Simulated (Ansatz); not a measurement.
This script drives the Ansatz DFT code, driven from Python.

The script, `hull_pt3pb.py`:
```python
"""Stability of Pt-Pb compounds against each other, after relaxing atoms and volume at fixed cell shape."""

from collections import Counter
import logging
import sys

import ansatz as az
import numpy as np
from tabulate import tabulate

logging.basicConfig(stream=sys.stdout, format="%(levelname)s %(message)s")
log = logging.getLogger("calc")
log.setLevel(logging.INFO)

XC = "r2SCAN"
ECUT = 750
SCF_TOL = 1e-07
MAX_ITERATIONS = 60
K_SPACING = 0.3
OCCUPATIONS = "fermi_dirac"
WIDTH_EV = 0.1

PHASES = {
    "Pt3Pb Pm-3m": (
        [(4.058, 0.0, 0.0), (0.0, 4.058, 0.0), (0.0, 0.0, 4.058)],
        [
            ("Pt", (0.0, 0.5, 0.5)),
            ("Pt", (0.5, 0.0, 0.5)),
            ("Pt", (0.5, 0.5, 0.0)),
            ("Pb", (0.0, 0.0, 0.0)),
        ],
    ),
    "PtPb P6_3/mmc": (
        [(4.26, 0.0, 0.0), (-2.13, 3.68926822, 0.0), (0.0, 0.0, 5.47)],
        [
            ("Pt", (1 / 3, 2 / 3, 0.25)),
            ("Pt", (2 / 3, 1 / 3, 0.75)),
            ("Pb", (0.0, 0.0, 0.0)),
            ("Pb", (0.0, 0.0, 0.5)),
        ],
    ),
    "Pt": (
        [(0.0, 1.9609, 1.9609), (1.9609, 0.0, 1.9609), (1.9609, 1.9609, 0.0)],
        [
            ("Pt", (0.0, 0.0, 0.0)),
        ],
    ),
    "Pb": (
        [(0.0, 2.47502, 2.47502), (2.47502, 0.0, 2.47502), (2.47502, 2.47502, 0.0)],
        [
            ("Pb", (0.0, 0.0, 0.0)),
        ],
    ),
}


def build(vectors, sites):
    crystal = az.Crystal(lattice=az.Lattice.of(vectors))
    for symbol, position in sites:
        crystal = crystal.atom(symbol, position)
    return crystal


def ground_state(name, crystal):
    calc = (
        crystal.calculation()
        .functional(XC)
        .basis(ECUT, density_ratio=8)
        .scf(tolerance=SCF_TOL, max_iterations=MAX_ITERATIONS)
        .kpoints(spacing=K_SPACING)
        .occupations(OCCUPATIONS, width=WIDTH_EV)
    )
    calc = calc.relax(force_tolerance=0.01, fix_cell=["shape"])
    return calc.run(threads=1)


def counts(outcome):
    return Counter(site.symbol for site in outcome.lattice.sites)

def formation_energy(outcome, mu):
    n = counts(outcome)
    return (outcome.report["energy_sigma0_ev"] - sum(k * mu[element] for element, k in n.items())) / sum(n.values())

phases = {name: build(*cell) for name, cell in PHASES.items()}

done = {}
for name, crystal in phases.items():
    done[name] = ground_state(name, crystal)
    log.info(f"{name}: {done[name].report['energy_sigma0_ev']:.4f} eV, {len(done[name].lattice.sites)} atoms")

# energy of one atom in its reference phase
references = {"Pt": "Pt", "Pb": "Pb"}
mu = {element: done[name].report["energy_sigma0_ev"] / len(done[name].lattice.sites) for element, name in references.items()}
points = sorted((counts(o)["Pb"] / len(o.lattice.sites), formation_energy(o, mu), name) for name, o in done.items())

# walk in x and drop points that lie above the chord
hull = []
for x, e, _ in points:
    while len(hull) > 1 and (hull[-1][0] - hull[-2][0]) * (e - hull[-2][1]) - (hull[-1][1] - hull[-2][1]) * (x - hull[-2][0]) <= 0:
        hull.pop()
    hull.append((x, e))
rows = [(name, x, e, e - np.interp(x, *zip(*hull))) for x, e, name in points]
print(tabulate(rows, headers=["phase", "x(Pb)", "E_form (eV/atom)", "above hull (eV/atom)"], floatfmt=".4f", tablefmt="simple"))
print("on the hull of these phases:", ", ".join(row[0] for row in rows if row[3] < 1e-6))
```

It is started by `python hull_pt3pb.py`. How long does it take on 1 thread of Arm Neoverse V1, with other jobs on the host, and how much memory does it need?

It took about 3.5 min, with a peak of 1.8 GiB, for 4 runs of the engine.

Output of `python hull_pt3pb.py`:
```text
DeckWarning: relax.cell: scf.convergence.dr2_threshold = 1e-7 eV (the SCF's general default) is looser than the 4e-10 eV advised for a relaxation that steers and ends on the stress (1e-10 eV for each atom of the cell: 4). What an SCF threshold leaves in a stress goes as its square root, and in the free energy as the threshold itself, and one threshold admits the most on a small cell: of the crystals measured, under no hybrid functional and no lock of the moments, on runs that ended without the [...]
INFO Pt3Pb Pm-3m: -49531.7026 eV, 4 atoms
INFO PtPb P6_3/mmc: -48914.0047 eV, 4 atoms
DeckWarning: relax.cell: scf.convergence.dr2_threshold = 1e-7 eV (the SCF's general default) is looser than the 1e-10 eV advised for a relaxation that steers and ends on the stress (1e-10 eV for each atom of the cell: 1). What an SCF threshold leaves in a stress goes as its square root, and in the free energy as the threshold itself, and one threshold admits the most on a small cell: of the crystals measured, under no hybrid functional and no lock of the moments, on runs that ended without the [...]
INFO Pt: -12536.7710 eV, 1 atoms
INFO Pb: -11920.8714 eV, 1 atoms
phase            x(Pb)    E_form (eV/atom)    above hull (eV/atom)
-------------  -------  ------------------  ----------------------
Pt              0.0000              0.0000                  0.0000
Pt3Pb Pm-3m     0.2500             -0.1296                  0.0000
PtPb P6_3/mmc   0.5000              0.3200                  0.4064
Pb              1.0000              0.0000                  0.0000
on the hull of these phases: Pt, Pt3Pb Pm-3m, Pb
```
(Warnings from the package without file and line, shortened.)

These settings explore the input space; cutoff and mesh may be short of convergence. For the metals among these phases the mesh is modest: differences between phases can be off by up to 40 meV an atom. Atoms and volume are relaxed with the cell's shape held, which in cells of lower than cubic symmetry can hide stresses and shift volumes. Spin-orbit coupling, which matters for elements this heavy, is left out. The cells come from databases of deposited and of computed structures, and not all need be stable phases. Differences under about 40 meV an atom lie within the error of mesh and functional, so such verdicts may flip; only the cells listed enter the hull.
